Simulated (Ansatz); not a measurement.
# MnClO3: basis-set convergence

The task here is to estimate one member of a computed series from the others.

The runs use Ansatz 0.2.0, Gaussian basis; one geometry, several basis sets.

Levels to be run: PBE0-D4/def2-SVP; ωB97M-V/def2-SVP; PBE0-D4/def2-QZVPP; ωB97M-V/def2-QZVPP; the functionals' def2-TZVPP values are taken from earlier runs.

## The relaxed structure

The geometry comes from an earlier relaxation with PBE0-D4 in a triple-zeta def2 set; it is a stationary point.

SMILES `[O]=[Mn](=[O])(=[O])[Cl]`, 5 atoms, charge 0, spin multiplicity 1.

Atoms are counted from 1 here; the program's logs count them from 0.

Bond lengths: O1–Mn2 1.542 Å, Mn2–O3 1.542 Å, Mn2–O4 1.542 Å, Mn2–Cl5 2.101 Å. Angles: O1–Mn2–O3 111.4°, O1–Mn2–O4 111.4°, O1–Mn2–Cl5 107.5°, O3–Mn2–O4 111.4°, O3–Mn2–Cl5 107.5°, O4–Mn2–Cl5 107.5°.

Set-up of the first run:

in.yaml

```yaml
crystal:
  periodic: [false, false, false]
  atoms:
    - {symbol: O, position_ang: [-0.552160, -0.393059, 1.439080]}
    - {symbol: Mn, position_ang: [-0.001394, -0.140711, 0.020894]}
    - {symbol: O, position_ang: [1.449905, -0.643818, -0.116544]}
    - {symbol: O, position_ang: [-0.915544, -0.759809, -1.055825]}
    - {symbol: Cl, position_ang: [0.019204, 1.937388, -0.287606]}
basis:
  gaussian: {orbitals: def2-SVP}
hamiltonian: {xc: pbe0, dispersion: d4}
output: {orbitals: {seedname: orbitals}}
```

Launch:

```console
> ansatz run in.yaml --threads 4 --pin off --events-out ev --progress --plain --max-ram 10444MiB
```

Steps of the session up to this table: PBE0-D4 in def2-SVP; ωB97M-V in def2-SVP; PBE0-D4 in def2-QZVPP; ωB97M-V in def2-QZVPP.

One of the session's tables, all rows but one given; the rest of the session is left out.

It belongs to the step «Density functionals: the series». 

| functional | basis | HOMO (eV) | LUMO (eV) |
| --- | --- | --- | --- |
| PBE0-D4 | def2-SVP | ? | ? |
| PBE0-D4 | def2-TZVPP | -9.90 | -5.43 |
| PBE0-D4 | def2-QZVPP | -9.91 | -5.43 |
| ωB97M-V | def2-SVP | -11.93 | -3.27 |
| ωB97M-V | def2-TZVPP | -12.06 | -3.19 |
| ωB97M-V | def2-QZVPP | -12.08 | -3.20 |

Q: Estimate the row for PBE0-D4, def2-SVP from the others.

As computed: HOMO (eV): -9.83; LUMO (eV): -5.54. In the column «HOMO (eV)» it is the highest.
